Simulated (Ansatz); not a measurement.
Ca3Lu under changes of volume

One of the cells (38.536 Å³/atom); the others are scaled copies at fixed shape and fractional positions:

```
Lu Ca
1.0
     5.36177    0.00000    0.00000
     0.00000    5.36177    0.00000
     0.00000    0.00000    5.36177
Lu Ca
1 3
Direct
  0.50000 0.50000 0.50000
  0.00000 0.00000 0.50000
  0.00000 0.50000 0.00000
  0.50000 0.00000 0.00000
```

The cell comes from a database or a generator and needn't be the stable form of this composition.

| Quantity | Value |
| --- | --- |
| Program | Ansatz 0.2.0 |
| Functional | PBE |
| Potentials or basis | Ansatz PAW |
| Cutoff | 420 eV (not typed: the program's choice for these potentials) |
| k mesh | 5 × 5 × 5 |
| Occupations | fermi-dirac, width 0.05 eV |
| Spin | no spin polarisation |

```tsv
volume (Å³/atom)	energy over the lowest point (meV/atom)	pressure (GPa)
36.224	?	?
36.994	4.65	1.0
37.765	1.15	0.5
38.536	0.00	0.0
39.307	1.01	-0.4
40.077	4.00	-0.8
40.848	8.84	-1.2
```

Task: What does the run at 36.224 Å³/atom give?

Result: Energy over the lowest point 10.70 meV/atom; pressure 1.5 GPa.

Worked out: A Birch-Murnaghan fit of order 3 (a polynomial in V^(-2/3)) to the other rows has its minimum at 38.55 Å³/atom with B0 = V·E''(V) = 22 GPa and B' = 3.1. It gives 10.68 meV/atom at 36.224 Å³/atom, against the run's 10.70, and -dE/dV = 1.5 GPa, against 1.5.

Energies are extrapolated to zero smearing.
